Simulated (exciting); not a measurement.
Write the native input for exciting (release sodium) that does the following.

```
Task                                     : single point
Functional                               : PBEsol
Potentials or basis                      : all-electron LAPW+lo, shipped species files, valence relativity iora*
rgkmax                                   : 9
k mesh                                   : 9 × 9 × 9
Occupations                              : fermi-dirac, width 0.05 eV
Spin                                     : no spin polarisation
gmaxvr (cutoff of density and potential) : 14 1/bohr
lmaxapw (and lmaxmat)                    : 10
lmaxvr                                   : 8
nempty                                   : 18
Valence relativity                       : iora*
epsengy                                  : 1e-05 Ha
epspot                                   : 1e-05 Ha
maxscl                                   : 60
Muffin-tin radii                         : Nb 2.3, W 2.3 bohr
```

NbW:

```xyz
2
Lattice="0.0000 2.6733 2.6733 2.6733 0.0000 2.6733 2.6733 2.6733 0.0000" Properties=species:S:1:pos:R:3 pbc="T T T"
Nb    0.0000    0.0000    0.0000
W     2.6733    2.6733    2.6733
```

The cell was built by a generator and needn't be a form met in nature.

One way to write it, as run:

input.xml

```xml
<input>
  <title>NbW</title>
  <structure speciespath="./" tshift="false">
    <crystal scale="1">
      <basevect>0.000000000000 5.051773781865 5.051773781865</basevect>
      <basevect>5.051773781865 0.000000000000 5.051773781865</basevect>
      <basevect>5.051773781865 5.051773781865 0.000000000000</basevect>
    </crystal>
    <species speciesfile="Nb.xml" rmt="2.3">
      <atom coord="0.000000000000 0.000000000000 0.000000000000"/>
    </species>
    <species speciesfile="W.xml" rmt="2.3">
      <atom coord="0.500000000000 0.500000000000 0.500000000000"/>
    </species>
  </structure>
  <groundstate do="fromscratch" ngridk="9 9 9" rgkmax="9" gmaxvr="14" lmaxapw="10" lmaxmat="10" lmaxvr="8" xctype="GGA_PBE_SOL" stype="Fermi Dirac" swidth="0.00183747" nempty="18" ValenceRelativity="iora*" epsengy="1e-05" epspot="1e-05" maxscl="60" tforce="true" outputlevel="normal"/>
</input>
```

Potentials or basis: all-electron LAPW+lo, shipped species files, valence relativity iora*.

Run with:

```bash
$ OMP_NUM_THREADS=1 exciting_smp
```

It gave:

| Item | Value |
| --- | --- |
| Band gap on the k mesh | none (metal or under the smearing width) |
| All electrons inside the program's atomic spheres | Nb 38.50; W 71.34 (radii Nb 2.3, W 2.3 bohr) |

Caveat: the log's total energy holds no entropy term; the free energy is that total less TS from the occupations.

Wall time 68 s on 1 thread of Arm Neoverse V2, with other jobs on the host, peak memory 0.13 GiB.
